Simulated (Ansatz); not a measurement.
# Cu₃O₂: a line through an energy map

Aim: follow the energy of Cu₃O₂ (I4/mmm, No. 139; 5 atoms in the cell) along one coordinate, lattice constant a (and b), with the other held at lattice constant c = 7.733 Å.

Program: Ansatz 0.2.0. Level of theory: DFT PBE, scalar-relativistic, plane waves, PAW. These are calculated values, not measurements.

17 further runs of the same task are left out: 17 set aside as unsound or not needed.

## 1. The system as given

It takes space group I4/mmm (No. 139, tetragonal). Conventional cell: a = 4.067 Å, b = 4.067 Å, c = 7.341 Å, α = 90.00°, β = 90.00°, γ = 90.00°. Around Cu (site symmetry -4m2) lie 2 O at 1.84 Å. Cu (site symmetry 4/mmm) has 4 O at 2.03 Å as nearest neighbours. O (site symmetry mmm) is surrounded by 4 Cu at 1.84 to 2.03 Å.

As a file:

```
Cu O
1.0
    -2.03334    2.03334    3.67072
     2.03334   -2.03334    3.67072
     2.03334    2.03334   -3.67072
Cu O
3 2
Direct
  0.25000 0.75000 0.50000
  0.75000 0.25000 0.50000
  0.00000 0.00000 0.00000
  0.00000 0.50000 0.50000
  0.50000 0.00000 0.50000
```

It goes back to an entry of the Materials Project, which need not be the stable form.

It is the result of an earlier relaxation at this level (volume 12.14 Å³/atom; gap on the mesh: none (metal)).

## 2. Plan of the line

The energy is mapped over the lattice constants a and c of the conventional cell.

- lattice constant a (and b): 7 values from 3.945 to 4.189 Å
- lattice constant c: 7 values from 6.754 to 7.929 Å

Nothing else is relaxed (symmetry fixes all fractional coordinates). Energies count from the relaxed crystal. Points are written as (first, second).

## 3. Grid point (3.985 Å, 7.733 Å)

File input.yaml:

```yaml
crystal:
  lattice:
    - [-1.99265, 1.99265, 3.8665]
    - [1.99265, -1.99265, 3.8665]
    - [1.99265, 1.99265, -3.8665]
  atoms:
    - { symbol: Cu, position: [0.25, 0.75, 0.5] }
    - { symbol: Cu, position: [0.75, 0.25, 0.5] }
    - { symbol: Cu, position: [0.0, 0.0, 0.0] }
    - { symbol: O, position: [0.0, 0.5, 0.5] }
    - { symbol: O, position: [0.5, 0.0, 0.5] }
basis:
  ecutwfc: 520.0
kpoints:
  mp_grid: { grid: [14, 14, 14] }
hamiltonian:
  xc: pbe
  pseudopotentials: { kind: paw, azcp: { folder: soft_1 } }
scf:
  occupations: { method: gaussian, width: 0.15 }
output:
  forces: true
  stress: true
  eigenvalues: true
```

The run is started by

```
> ansatz run input.yaml --threads 4 --pin off --max-ram 8192MiB --backend cpu --events-out ev --progress --plain --runs-dir out
```

The session goes on with these runs: the other points of the line.

**Question.** What will these runs give? Wanted: for each run, lattice constant a; energy; slope; pressure.

**Answer**, as computed:

| lattice constant a (and b) (Å) | step | energy (meV/atom) | slope (meV/atom per Å) | pressure (GPa) |
| --- | --- | --- | --- | --- |
| 3.945 | – | 40 | −96 | −3.8 |
| 3.985 | 3 | 38 | −8 | −5.7 |
| 4.026 | 4 | 39 | 69 | −7.4 |
| 4.067 | – | 43 | 138 | −8.8 |
| 4.107 | 5 | 50 | 198 | −10.1 |
| 4.148 | 6 | 59 | 250 | −11.2 |
| 4.189 | 7 | 71 | 296 | −12.2 |

Energies count from the relaxed crystal. Rows without a step come from runs not printed here or follow by symmetry. Slopes come from the forces (and the stress, where the cell changes), not from differences of energies.

**Reading.** Along the line the energy is lowest at 3.985 Å, 38 meV/atom from the zero. Energies and slopes round the minimum, fitted together, put the minimum at 3.9894 Å, with a curvature of about 2000 meV/atom per Å². The highest point computed, at 4.189 Å, lies 33 meV/atom above the lowest. This is one cut through a surface in two coordinates; the map's lowest point lies off it. The final runs have no spin polarisation, so no magnetic state was tried and one may lie lower.
